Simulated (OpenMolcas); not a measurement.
# SiCl3F (trichlorofluorosilane): B3PW91/def2-SVPD (Cholesky decomposition)

Aim: the vertical electron affinity of SiCl3F (trichlorofluorosilane) at B3PW91/def2-SVPD (Cholesky decomposition), from 2 runs. 

The results are computed with OpenMolcas 26.06.

## 1. The molecule

SiCl3F has 5 atoms, charge 0, and is taken as a singlet. As SMILES, `F[Si](Cl)(Cl)Cl`. The coordinates come from a GFN2-xTB relaxation.

Bond lengths: F1–Si2 1.611 Å, Si2–Cl3 1.993 Å, Si2–Cl4 1.994 Å, Si2–Cl5 1.993 Å. Angles: F1–Si2–Cl3 105.8°, F1–Si2–Cl4 105.8°, F1–Si2–Cl5 105.7°, Cl3–Si2–Cl4 113.1°, Cl3–Si2–Cl5 112.7°, Cl4–Si2–Cl5 112.8°.

## 2. The energy at B3PW91/def2-SVPD (Cholesky decomposition)

The input, job.inp:

```
&GATEWAY
 BasLib = $CurrDir
 Coord
 5
 angstrom
 F        0.850990      -0.901950       1.033180
 Si       0.000380      -0.003370       0.002190
 Cl      -1.593730       0.627860       1.018820
 Cl      -0.465290      -1.210000      -1.514930
 Cl       1.207640       1.487450      -0.539260
 Basis = def2-SVPD
 Group = NoSym

&SEWARD
 High

&SCF
 KSDFT = HYB_GGA_XC_B3PW91
 PrOrbitals = 1 1
```

The basis set def2-SVPD is read from a file made from the Basis Set Exchange's data (not shown).

Command:

```console
$ export MOLCAS_MEM=1860
$ pymolcas job.inp > job.log
```

What it wrote:

```text
--- Start Module: gateway ---
[...]
--- Stop Module: gateway /rc=_RC_ALL_IS_WELL_ ---
--- Start Module: seward ---
[...]
      Basis functions          128
--- Stop Module: seward /rc=_RC_ALL_IS_WELL_ ---
[...]
--- Start Module: scf ---
[...]
       Convergence after  11 Iterations
[...]
::    Total KS-DFT energy                           -1769.3817021710
[...]
      Total spin, S                                     0.0000000000
[...]
      Total electronic charge=   74.000000
      Total            charge=   -0.000000
[...]
      Dipole Moment (debye):
      Origin of the operator (angstrom)=   -0.0895    0.0950   -0.1087
                   X= -5.1710E-01               Y=  5.2745E-01               Z= -6.1469E-01           Total=  9.6096E-01
      Quadrupole Moment (debye*angstrom):
[...]
--- Stop Module: scf /rc=_RC_ALL_IS_WELL_ ---
[...]
```

Run time: 18 s. Hardware: 1 thread of Arm Neoverse V2, shared host; peak memory 0.1 GiB.

## 3. The doublet anion

The input, job.inp:

```
&GATEWAY
  BasLib = $CurrDir
  Coord
  5
  angstrom
  F        0.850990      -0.901950       1.033180
  Si       0.000380      -0.003370       0.002190
  Cl      -1.593730       0.627860       1.018820
  Cl      -0.465290      -1.210000      -1.514930
  Cl       1.207640       1.487450      -0.539260
  Basis = def2-SVPD
  Group = NoSym

&SEWARD
  High

&SCF
  UHF
  Charge = -1
  Spin = 2
  KSDFT = HYB_GGA_XC_B3PW91
  PrOrbitals = 1 1
```

The basis set def2-SVPD is read from a file made from the Basis Set Exchange's data (not shown).

Command:

```console
$ export MOLCAS_MEM=1860
$ pymolcas job.inp > job.log
```

What it wrote:

```text
--- Start Module: gateway ---
[...]
--- Stop Module: gateway /rc=_RC_ALL_IS_WELL_ ---
--- Start Module: seward ---
[...]
      Basis functions          128
--- Stop Module: seward /rc=_RC_ALL_IS_WELL_ ---
[...]
--- Start Module: scf ---
[...]
       Convergence after  17 Iterations
[...]
::    Total KS-DFT energy                           -1769.3567373303
[...]
      Total spin, S                                     0.5007115818
[...]
      Total electronic charge=   75.000000
      Total            charge=   -1.000000
[...]
      Dipole Moment (debye):
      Origin of the operator (angstrom)=   -0.0895    0.0950   -0.1087
                   X=  6.6969E-01               Y= -6.6685E-01               Z=  7.8984E-01           Total=  1.2317E+00
      Center of Charge (angstrom)
[...]
--- Stop Module: scf /rc=_RC_ALL_IS_WELL_ ---
[...]
```

Run time: 43 s. Hardware: 1 thread of Arm Neoverse V2, shared host; peak memory 0.1 GiB.

## 4. Outcome

At B3PW91/def2-SVPD (Cholesky decomposition):

```
                                         quantity           value
                     singlet SiCl3F: total energy  -1769.38170 Eh
                    singlet SiCl3F: dipole moment          0.96 D
                      singlet SiCl3F: HOMO energy        -9.60 eV
                      singlet SiCl3F: LUMO energy        -0.93 eV
                    singlet SiCl3F: HOMO–LUMO gap         8.68 eV
                      doublet anion: total energy  -1769.35674 Eh
doublet anion: HOMO energy (highest over α and β)         2.04 eV
 doublet anion: LUMO energy (lowest over α and β)         3.36 eV
                              doublet anion: ⟨S²⟩           0.751
vertical electron affinity (to the doublet anion)       -0.679 eV
```

What this shows: The anion lies 0.68 eV (65.5 kJ/mol) above the neutral: the electron isn't bound at this level, and such a value depends on the basis. Mulliken charges (singlet SiCl3F) run from -0.65 on F1 to +1.89 on Si2; in a basis this large or diffuse they mean little. Mulliken charges (doublet anion) run from -0.56 on F1 to +0.00 on Cl4; in a basis this large or diffuse they mean little. The HOMO (doublet anion) lies at positive energy, 2.04 eV; only total energies tell whether the electron is bound.
